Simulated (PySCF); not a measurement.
**Ta(NEt)Me3: geometry, NMR shifts and electronic excitations**

Aim: predict the NMR shifts and electronic excitations of Ta(NEt)Me3 (`CC[N]=[Ta]([CH3])([CH3])[CH3]`).

The runs use PySCF 2.14.0, with density-fitted response routines of our own; the level of theory stands in each step. All values are computed, except where a source is named. Atoms count from 0, in the outputs and in this text.

**1. The molecule as given**

21 atoms, charge 0, multiplicity 1; geometry from: GFN2-xTB. The atoms were then displaced at random by about 0.03 Å, so the start is not that level's minimum.

Bonds of the start (Å): Ta0–N1 1.78, Ta0–C9 2.20, Ta0–C13 2.39, Ta0–C17 2.24, N1–C2 1.38, C2–C3 1.61, C2–H4 1.11, C2–H5 1.06, C3–H6 1.10, C3–H7 1.11, C3–H8 0.96, C9–H10 1.10, C9–H11 1.09, C9–H12 1.06, C13–H14 1.12, C13–H15 1.14, C13–H16 1.03, C17–H18 1.07, C17–H19 1.07, C17–H20 1.14.

**2. Optimising the geometry at PBE0-D3(BJ)/def2-SVP**

What the job is given:

```
{"job": {"xc": "PBE0", "basis": "def2-SVP", "d3": "d3bj", "grid": 1, "maxiter": 40, "shake": 0.03, "kind": "geom"}, "charge": 0, "multiplicity": 1}
Ta    -0.087100     0.177610    -0.866990
N     -0.202500     0.290680     0.901090
C     -0.215450     0.238950     2.280840
C      0.680240    -1.008880     2.774680
H      0.344840     1.118180     2.672160
H     -1.194800     0.255140     2.693030
H      0.625430    -1.064780     3.871550
H      0.122240    -1.878600     2.378790
H      1.593720    -0.985990     2.465090
C      2.042570     0.218080    -1.435170
H      2.092790     0.317810    -2.527220
H      2.557120    -0.707550    -1.166660
H      2.538420     1.070890    -1.048300
C     -1.268410     2.147480    -1.540620
H     -1.302680     2.082460    -2.653500
H     -0.679880     3.088210    -1.260800
H     -2.224990     2.258070    -1.170420
C     -1.253160    -1.640630    -1.465370
H     -2.237900    -1.756680    -1.060620
H     -0.753570    -2.533590    -1.167700
H     -1.363660    -1.670890    -2.603440
```

Launch:

```console
> OMP_NUM_THREADS=1 python probes_run.py task.json out
```

One launch serves the whole session: the jobs run in the order shown.

Standard output:

```text
step   0  E = -310.20424451  max force = 0.169197
step   1  E = -310.24907924  max force = 0.032833
step   2  E = -310.25200552  max force = 0.019303
step   3  E = -310.25284921  max force = 0.004571
step   4  E = -310.25298830  max force = 0.003263
step   5  E = -310.25304754  max force = 0.001338
step   6  E = -310.25307791  max force = 0.000562
step   7  E = -310.25309342  max force = 0.000403
step   8  E = -310.25310201  max force = 0.000402
optimisation converged
```

It took 7.6 min on 1 thread of Intel Xeon at 2.50GHz, shared host; peak memory 0.85 GiB.

The steps of the relaxation:

| step | energy from step 0 (eV) | largest force component (eV/Å) |
| --- | --- | --- |
| 0 | 0.0000 | 8.7005 |
| 1 | -1.2200 | 1.6883 |
| 2 | -1.2996 | 0.9926 |
| 3 | -1.3226 | 0.2351 |
| 4 | -1.3264 | 0.1678 |
| 5 | -1.3280 | 0.0688 |
| 6 | -1.3288 | 0.0289 |
| 7 | -1.3292 | 0.0207 |
| 8 | -1.3295 | 0.0207 |

Close pairs (by a distance rule), those that changed most:

| bond | before (Å) | after (Å) | change (Å) |
| --- | --- | --- | --- |
| Ta0–C13 | 2.394 | 2.165 | -0.229 |
| C3–H8 | 0.965 | 1.100 | +0.136 |
| C2–C3 | 1.613 | 1.523 | -0.091 |
| Ta0–C17 | 2.241 | 2.165 | -0.077 |
| C13–H16 | 1.032 | 1.104 | +0.072 |
| C9–H12 | 1.060 | 1.104 | +0.044 |
| C2–H5 | 1.063 | 1.107 | +0.044 |
| Ta0–C9 | 2.205 | 2.164 | -0.041 |

The next job starts from the end point, and lists it.

| at the end point | value |
| --- | --- |
| rotational constants (GHz, main isotopes) | 2.176, 0.967, 0.946 |
| dipole moment (D) | 0.45 |

**3. Shielding tensors: PBE0/def2-TZVP+pcSseg-1**

What the job is given:

```
{"job": {"kind": "nmr", "xc": "PBE0", "basis": {"default": "pcSseg-1", "Ta": "def2-TZVP"}}, "charge": 0, "multiplicity": 1}
Ta    -0.160647     0.242854    -0.910647
N     -0.159557     0.252560     0.854243
C     -0.141748     0.228062     2.274177
C      0.578896    -0.991914     2.832090
H      0.342052     1.147689     2.654693
H     -1.179339     0.250592     2.658481
H      0.568782    -0.984138     3.933125
H      0.095282    -1.918939     2.488489
H      1.626084    -1.010459     2.494489
C      1.919397     0.225479    -1.506815
H      1.998028     0.288233    -2.610173
H      2.422733    -0.703853    -1.185542
H      2.490428     1.067069    -1.077924
C     -1.183765     2.049076    -1.525486
H     -1.282321     2.073068    -2.628760
H     -0.621430     2.949406    -1.219025
H     -2.195250     2.138776    -1.092827
C     -1.188082    -1.568103    -1.502722
H     -2.197037    -1.651329    -1.063052
H     -0.625460    -2.466704    -1.191438
H     -1.293776    -1.601455    -2.604957
```

Level: GIAO PBE0/pcSseg-1 Ta:def2-TZVP NMR shielding, scalar relativity only through core potentials, gas phase.

Standard output:

```text
coarse grid: 74504 points
cycle   1  E = -309.9721933757  dE = -1.974e+01  |g| = 1.239e+00  |ddm| = 9.438e+00
cycle   2  E = -309.5494511111  dE =  4.227e-01  |g| = 1.649e+00  |ddm| = 3.719e+00
cycle   3  E = -310.3601213937  dE = -8.107e-01  |g| = 4.399e-01  |ddm| = 2.663e+00
cycle   4  E = -310.3884517347  dE = -2.833e-02  |g| = 2.799e-01  |ddm| = 4.220e-01
cycle   5  E = -310.4047758528  dE = -1.632e-02  |g| = 5.209e-02  |ddm| = 1.661e-01
cycle   6  E = -310.4053949994  dE = -6.191e-04  |g| = 8.531e-03  |ddm| = 3.892e-02
cycle   7  E = -310.4054109109  dE = -1.591e-05  |g| = 2.586e-03  |ddm| = 7.582e-03
cycle   8  E = -310.4054124194  dE = -1.509e-06  |g| = 8.651e-04  |ddm| = 2.630e-03
final grid: 157800 points
cycle   9  E = -310.4054444838  dE =  2.652e-07  |g| = 1.484e-03  |ddm| = 2.572e-03
cycle  10  E = -310.4054419018  dE =  2.582e-06  |g| = 3.664e-03  |ddm| = 3.227e-03
cycle  11  E = -310.4054449518  dE = -3.050e-06  |g| = 5.850e-04  |ddm| = 2.399e-03
cycle  12  E = -310.4054450315  dE = -7.968e-08  |g| = 4.806e-05  |ddm| = 4.194e-04
cycle  13  E = -310.4054450321  dE = -6.085e-10  |g| = 1.000e-05  |ddm| = 5.465e-05
converged SCF energy = -310.4054450321

GIAO shielding tensors (ppm)
atom      isotropic    diamagn.    paramagn.     s11        s22        s33       span
  0 Ta         nan         nan         nan        nan        nan        nan        nan
  1 N     -139.611     329.165    -468.776   -292.250   -274.401    147.818    440.069
  2 C      125.867     244.356    -118.489    102.470    108.908    166.221     63.751
  3 C      162.631     247.616     -84.984    145.338    160.350    182.205     36.867
  4 H       27.185      29.501      -2.316     23.625     27.554     30.376      6.751
  5 H       27.175      29.477      -2.301     23.611     27.540     30.375      6.765
  6 H       30.169      26.871       3.298     26.763     27.466     36.278      9.515
  7 H       29.668      30.542      -0.874     26.913     27.856     34.235      7.321
  8 H       29.664      30.543      -0.879     26.889     27.867     34.236      7.347
  9 C      154.963     255.406    -100.443    113.484    162.829    188.575     75.092
 10 H       30.572      30.472       0.100     27.920     30.683     33.113      5.192
 11 H       30.989      32.310      -1.320     27.574     30.756     34.638      7.063
 12 H       30.711      31.816      -1.105     27.444     30.523     34.166      6.721
 13 C      154.621     254.652    -100.031    111.748    163.252    188.862     77.114
 14 H       30.510      30.030       0.480     28.013     30.599     32.918      4.905
 15 H       31.054      31.125      -0.070     27.705     30.679     34.779      7.074
 16 H       30.677      31.119      -0.442     27.581     30.239     34.211      6.630
 17 C      154.968     255.339    -100.372    112.771    163.453    188.679     75.908
 18 H       30.705      31.734      -1.028     27.406     30.530     34.180      6.774
 19 H       31.017      32.261      -1.245     27.585     30.783     34.682      7.097
 20 H       30.558      30.454       0.104     27.909     30.657     33.108      5.199
```

Wall time 2.3 min (1 thread of Intel Xeon at 2.50GHz, shared host); peak memory 1.1 GiB.

Shifts follow as δ = σ(reference) − σ, with reference shieldings (ppm) from runs at the same level and on the same kind of geometry: ¹H TMS 31.27, ¹³C TMS 184.4, ¹⁵N NH3 265.7. The references are single molecules in the gas phase, so shifts against H2O, NH3, PH3, H3PO4 or CFCl3 are not on the usual liquid scales and can be off by tens of ppm. Atoms listed in one row are averaged.

| atoms | environment | σ (ppm) | δ (ppm) |
| --- | --- | --- | --- |
| C2 | carbon bonded to C, N, 2 H | 125.9 | 58.5 |
| C9, C13, C17 | carbon bonded to Ta, 3 H | 154.9 | 29.6 |
| C3 | carbon bonded to C, 3 H | 162.6 | 21.8 |
| H4, H5 | hydrogen on a carbon bonded to C, N | 27.18 | 4.09 |
| H6, H7, H8 | hydrogen on a carbon bonded to C | 29.83 | 1.43 |
| H10, H11, H12, H14, H15 and 4 more | hydrogen on a carbon bonded to Ta | 30.75 | 0.51 |
| N1 | nitrogen bonded to C, Ta | -139.6 | 405.3 |

Atoms past Kr carry core potentials, so their printed shieldings have no meaning and are left out of the table.

Charges from the same density, by scheme (e):

| atoms | Mulliken | ESP fit |
| --- | --- | --- |
| Ta0 | 1.03 | 1.50 |
| N1 | -0.50 | -0.83 |
| C2 | -0.02 | 0.41 |
| C3 | -0.31 | -0.40 |
| C9, C13, C17 | -0.69 | -0.81 |

Mayer bond orders: Ta0–N1 2.24, Ta0–C9 0.96, Ta0–C13 0.95, Ta0–C17 0.95, N1–C2 0.96, C2–C3 1.04.

With diffuse functions Mulliken charges and Mayer bond orders lose their meaning; the other schemes are steadier.

The fields below are evaluated on a grid from the run's orbitals.

Frontier orbitals at PBE0/def2-TZVP+pcSseg-1, with the share of their density that lies nearest to each atom:

| orbital | energy (eV) | lies on |
| --- | --- | --- |
| HOMO | -6.87 | N1 51 %; Ta0 15 %; H4, H5 about 6 % each |
| LUMO | -0.76 | Ta0 56 %; N1 7 % |

ELF in a plane through or near 7 of the atoms.

Ten even steps from ' ' (0.00) to '@' (1.00):
```
                                                        
                                                        
                                                        
                ......                                  
              ..::==--..                                
          ::**++++****--          ..--..                
        ..%%@@@@##====++....==::..==**==..              
        ::@@@@@@%%==%%##..==%%##++--::==..  --==        
          **@@%%**##====++::##++%%----##++%%@@@@**      
            --::::..++##**++##::##++%%##++@@@@@@%%      
                    ####******%%==  ==..**%%@@@@**      
                    ::**##----++..  --**++==++**..      
                                    ..====..            
                                                        
                                                        
                                                        
                                                        
                                                        
                                                        
                                                        
```
The map spans 13.4 Å across and 10.0 Å up, centred on the molecule. Atoms in the plane (x, y in Å): Ta0 (-1.0, 0.0), N1 (0.7, 0.5), C2 (2.1, 1.0), C3 (3.0, -0.2), H6 (4.1, 0.2), C13 (-2.2, 1.7), H14 (-3.3, 1.5).

On the surface of density 0.002 e/bohr³ the electrostatic potential runs, from the 1st to the 99th percentile, from -0.78 V near N1 to 1.77 V near H10.

**4. Ultraviolet spectrum: PBE0/def2-SVPD**

Same as in step 3 but for these lines:

```diff
@@ -1,2 +1,2 @@
-{"job": {"kind": "nmr", "xc": "PBE0", "basis": {"default": "pcSseg-1", "Ta": "def2-TZVP"}}, "charge": 0, "multiplicity": 1}
+{"job": {"kind": "uv", "xc": "PBE0", "basis": "def2-SVPD", "ip": false, "nstates": 10}, "charge": 0, "multiplicity": 1}
 Ta    -0.160647     0.242854    -0.910647
```

Method: TDDFT PBE0/def2-SVPD, vertical, gas phase, core orbitals frozen in the response.

Standard output:

```text
coarse grid: 74504 points
cycle   1  E = -309.1649969823  dE = -1.190e+01  |g| = 2.015e+00  |ddm| = 9.650e+00
cycle   2  E = -305.7672366241  dE =  3.398e+00  |g| = 3.222e+00  |ddm| = 8.799e+01
cycle   3  E = -310.0270072878  dE = -4.260e+00  |g| = 8.783e-01  |ddm| = 8.806e+01
cycle   4  E = -310.1807455314  dE = -1.537e-01  |g| = 5.264e-01  |ddm| = 1.453e+00
cycle   5  E = -310.2327408853  dE = -5.200e-02  |g| = 2.780e-01  |ddm| = 7.467e-01
cycle   6  E = -310.2485602505  dE = -1.582e-02  |g| = 7.744e-02  |ddm| = 2.962e-01
cycle   7  E = -310.2499129488  dE = -1.353e-03  |g| = 1.405e-02  |ddm| = 7.707e-02
cycle   8  E = -310.2499546541  dE = -4.171e-05  |g| = 5.914e-03  |ddm| = 2.278e-02
cycle   9  E = -310.2499630059  dE = -8.352e-06  |g| = 1.865e-03  |ddm| = 8.618e-03
final grid: 157800 points
cycle  10  E = -310.2499868227  dE =  3.334e-06  |g| = 4.255e-03  |ddm| = 1.339e-02
cycle  11  E = -310.2499575919  dE =  2.923e-05  |g| = 1.192e-02  |ddm| = 1.551e-02
cycle  12  E = -310.2499910575  dE = -3.347e-05  |g| = 9.477e-04  |ddm| = 1.094e-02
cycle  13  E = -310.2499912938  dE = -2.362e-07  |g| = 8.839e-05  |ddm| = 1.155e-03
cycle  14  E = -310.2499912956  dE = -1.827e-09  |g| = 2.075e-05  |ddm| = 1.353e-04
cycle  15  E = -310.2499912957  dE = -1.295e-10  |g| = 8.194e-06  |ddm| = 4.118e-05
converged SCF energy = -310.2499912957

Static polarisability (au): isotropic 120.128, principal 110.120 112.672 137.591

Singlet excitations
state   eV       nm        f      main configurations
  1   4.4087    281.2   0.00002   H->L 0.65, H-1->L+1 0.34
  2   4.5886    270.2   0.00003   H->L+1 0.53, H-1->L 0.45
  3   4.5986    269.6   0.00001   H-1->L+1 0.65, H->L 0.34
  4   4.9543    250.3   0.02971   H-1->L 0.49, H->L+1 0.42
  5   5.2248    237.3   0.00009   H-2->L 0.55, H-3->L+1 0.43
  6   5.4214    228.7   0.01187   H-3->L+1 0.42, H-2->L 0.32, H-2->L+1 0.09
  7   5.4247    228.6   0.01314   H-3->L 0.40, H-2->L+1 0.36, H-3->L+1 0.10
  8   5.6736    218.5   0.04597   H-2->L+1 0.46, H-3->L 0.42
  9   5.6801    218.3   0.00971   H->L+2 0.63, H->L+3 0.21
 10   5.7323    216.3   0.00677   H-1->L+2 0.72, H-1->L+3 0.20

Triplet excitations (Tamm-Dancoff, eV): 3.9319 4.1355 4.1461 4.3272
```

It took 3.8 min on 1 thread of Intel Xeon at 2.50GHz, shared host; peak memory 1.3 GiB.

The orbitals next to the gap, with their largest atomic shares:

| orbital | eV | atoms |
| --- | --- | --- |
| HOMO−3 | -7.93 | Ta0 31 %, C13 28 %, C9 9 % |
| HOMO−2 | -7.92 | Ta0 31 %, C17 24 %, C9 20 % |
| HOMO−1 | -6.94 | N1 42 %, Ta0 20 %, C13 9 % |
| HOMO | -6.89 | N1 42 %, Ta0 20 %, C2 10 % |
| LUMO | -0.79 | Ta0 60 %, C17 9 %, C9 8 % |
| LUMO+1 | -0.77 | Ta0 60 %, C13 10 %, C9 6 % |
| LUMO+2 | 0.06 | Ta0 47 %, C17 7 %, C9 7 % |

With each of the 10 states as a Gaussian band of 0.4 eV half-width at 1/e, the curve within the window shown has maxima at 222 nm (ε 3,300) L/(mol cm). Beyond the last state computed it falls off for lack of states. The curve at chosen wavelengths:

nm, ε (L/mol/cm) and a bar:
```
      206       1271 ############
      211       2193 ####################
      216       2982 ###########################
      220       3306 ##############################
      225       3271 ##############################
      230       2910 ##########################
      235       2466 ######################
      239       2161 ####################
      244       1871 #################
      249       1636 ###############
      254       1399 #############
      258       1190 ###########
      263        918 ########
      268        660 ######
      273        444 ####
      277        308 ###
      282        185 ##
      287        105 #
      292         57 #
      296         34 
      301         17 
      306          9 
      311          4 
      315          2 
      320          1 
      325          1
```

Leading natural transition orbitals of singlet state 8: the hole lies on C17 29 %; Ta0 23 %; C13 13 %; the particle on Ta0 58 %; N1 8 %.

Leading natural transition orbitals of singlet state 1: the hole lies on N1 51 %; Ta0 15 %; C9, C17 about 6 % each; the particle on Ta0 58 %; N1 8 %.

Further results of this job:

| property | computed |
| --- | --- |
| dipole moment (D) | 0.46 |
| polarisability (Å³) | 17.80 |
| HOMO–LUMO gap (eV) | 6.10 |
| −ε(HOMO) (eV) | 6.89 |

**5. Shielding tensors: wB97X-D/def2-TZVP+pcSseg-1**

Same as in step 4 but for these lines:

```diff
@@ -1,2 +1,2 @@
-{"job": {"kind": "uv", "xc": "PBE0", "basis": "def2-SVPD", "ip": false, "nstates": 10}, "charge": 0, "multiplicity": 1}
+{"job": {"kind": "nmr", "xc": "wB97X-D", "basis": {"default": "pcSseg-1", "Ta": "def2-TZVP"}, "pop": false}, "charge": 0, "multiplicity": 1}
 Ta    -0.160647     0.242854    -0.910647
```

Level: GIAO wB97X-D/pcSseg-1 Ta:def2-TZVP NMR shielding, scalar relativity only through core potentials, gas phase.

Standard output:

```text
coarse grid: 74504 points
cycle   1  E = -310.3940180829  dE = -1.976e+01  |g| = 1.045e+00  |ddm| = 9.380e+00
cycle   2  E = -310.4431132021  dE = -4.910e-02  |g| = 9.457e-01  |ddm| = 2.221e+00
cycle   3  E = -310.6763430921  dE = -2.332e-01  |g| = 2.000e-01  |ddm| = 1.222e+00
cycle   4  E = -310.6805618830  dE = -4.219e-03  |g| = 1.640e-01  |ddm| = 2.087e-01
cycle   5  E = -310.6860877243  dE = -5.526e-03  |g| = 2.351e-02  |ddm| = 9.515e-02
cycle   6  E = -310.6862394418  dE = -1.517e-04  |g| = 6.496e-03  |ddm| = 2.221e-02
cycle   7  E = -310.6862634070  dE = -2.397e-05  |g| = 1.586e-03  |ddm| = 1.336e-02
cycle   8  E = -310.6862656319  dE = -2.225e-06  |g| = 7.567e-04  |ddm| = 3.706e-03
final grid: 157800 points
cycle   9  E = -310.6798209830  dE = -1.470e-04  |g| = 5.778e-03  |ddm| = 9.358e-02
cycle  10  E = -310.6798109628  dE =  1.002e-05  |g| = 9.081e-03  |ddm| = 1.476e-02
cycle  11  E = -310.6798287166  dE = -1.775e-05  |g| = 1.177e-03  |ddm| = 5.693e-03
cycle  12  E = -310.6798290512  dE = -3.347e-07  |g| = 2.852e-04  |ddm| = 1.759e-03
cycle  13  E = -310.6798290751  dE = -2.389e-08  |g| = 6.928e-05  |ddm| = 5.095e-04
cycle  14  E = -310.6798290781  dE = -2.929e-09  |g| = 3.601e-05  |ddm| = 1.373e-04
cycle  15  E = -310.6798290786  dE = -5.703e-10  |g| = 7.125e-06  |ddm| = 6.496e-05
converged SCF energy = -310.6798290786

GIAO shielding tensors (ppm)
atom      isotropic    diamagn.    paramagn.     s11        s22        s33       span
  0 Ta         nan         nan         nan        nan        nan        nan        nan
  1 N     -128.569     329.767    -458.336   -287.038   -269.274    170.606    457.643
  2 C      128.080     243.922    -115.842    105.301    111.864    167.076     61.775
  3 C      162.432     247.331     -84.899    145.051    160.451    181.793     36.741
  4 H       27.487      29.659      -2.172     23.934     27.843     30.686      6.752
  5 H       27.478      29.634      -2.156     23.919     27.829     30.686      6.767
  6 H       30.308      26.848       3.461     26.890     27.591     36.445      9.555
  7 H       29.786      30.683      -0.896     27.033     28.000     34.326      7.292
  8 H       29.782      30.682      -0.900     27.009     28.009     34.328      7.318
  9 C      156.818     255.866     -99.049    115.353    166.658    188.442     73.089
 10 H       30.748      30.537       0.210     28.079     30.783     33.381      5.302
 11 H       31.172      32.559      -1.387     27.694     30.903     34.920      7.226
 12 H       30.885      32.033      -1.148     27.558     30.653     34.445      6.887
 13 C      156.446     255.126     -98.679    113.623    167.020    188.695     75.072
 14 H       30.685      30.098       0.587     28.166     30.700     33.191      5.025
 15 H       31.230      31.343      -0.113     27.814     30.813     35.063      7.249
 16 H       30.847      31.341      -0.494     27.687     30.372     34.482      6.795
 17 C      156.790     255.806     -99.016    114.651    167.180    188.538     73.887
 18 H       30.877      31.949      -1.072     27.519     30.658     34.454      6.935
 19 H       31.198      32.513      -1.315     27.702     30.929     34.962      7.260
 20 H       30.732      30.518       0.214     28.063     30.756     33.377      5.314
```

It took 2.1 min on 1 thread of Intel Xeon at 2.50GHz, shared host; peak memory 1.2 GiB.

This run: δ C2 56.5, C9 27.9, C3 22.1, N1 392.6, H4 3.90, H6 1.42 ppm (means over like atoms).

**6. Run by run: NMR shifts**

Shifts (ppm), means over like atoms, with basis size and wall time:

| run | C2 | C9 | C3 | H4 | H6 | H10 | N1 | functions | time |
| --- | --- | --- | --- | --- | --- | --- | --- | --- | --- |
| PBE0/def2-TZVP+pcSseg-1 | 58.5 | 29.6 | 21.8 | 4.09 | 1.43 | 0.51 | 405.3 | 212 | 2.3 min |
| wB97X-D/def2-TZVP+pcSseg-1 | 56.5 | 27.9 | 22.1 | 3.90 | 1.42 | 0.45 | 392.6 | 212 | 2.1 min |

**7. Results**

| quantity | value |
| --- | --- |
| rotational constants (main isotopes) | 2.18, 0.97, 0.95 GHz |
| ¹³C shifts against TMS (PBE0/def2-TZVP+pcSseg-1, means over atoms taken as alike) | 58.5, 29.6, 21.8 ppm |
| ¹H shifts against TMS (PBE0/def2-TZVP+pcSseg-1, means over atoms taken as alike) | 4.09, 1.43, 0.51 ppm |
| ¹⁵N shifts against NH3 (PBE0/def2-TZVP+pcSseg-1) | 405.3 ppm |
| surface potential, 1st and 99th percentile | -0.78 V and 1.77 V |
| lowest singlet (PBE0/def2-SVPD) | 4.41 eV (281 nm), f = 0.000 |
| brightest single state of those computed | state 8, 5.67 eV, f = 0.046 |
| lowest triplet | 3.93 eV |
| range of the shift of N1 | 392.6 to 405.3 ppm |

In words: The start was shaken at random, so part of the energy gained undoes that. The optimisation took 8 steps and gained 1.329 eV; among the close pairs (by a distance rule), Ta0–C13 changed most, from 2.394 to 2.165 Å. No frequency check was run at this level, so the end point may be a saddle. At PBE0/def2-TZVP+pcSseg-1: The largest span, 440 ppm, is at N1, where the paramagnetic term is -469 ppm. By nearest atom (PBE0/def2-TZVP+pcSseg-1), the HOMO sits on N1 51 %; Ta0 15 % and the LUMO on Ta0 56 %; N1 7 %. The first singlet state (HOMO→LUMO 0.65, HOMO−1→LUMO+1 0.34) lies at 4.41 eV and is dark; of the 10 states computed, the strongest absorption comes from states 8 to 9 together at 5.67 eV. The lowest triplet lies 0.48 eV below the lowest singlet (triplets in Tamm-Dancoff, singlets in full TDDFT). Spin-orbit coupling, left out, mixes singlets and triplets in elements this heavy. In ppm, N1 moves most: its shift spreads over 12.7 ppm, from 392.6 (wB97X-D/def2-TZVP+pcSseg-1) to 405.3 (PBE0/def2-TZVP+pcSseg-1). Spin-orbit coupling is left out, which matters for shieldings and couplings at and beside the heavy atoms.
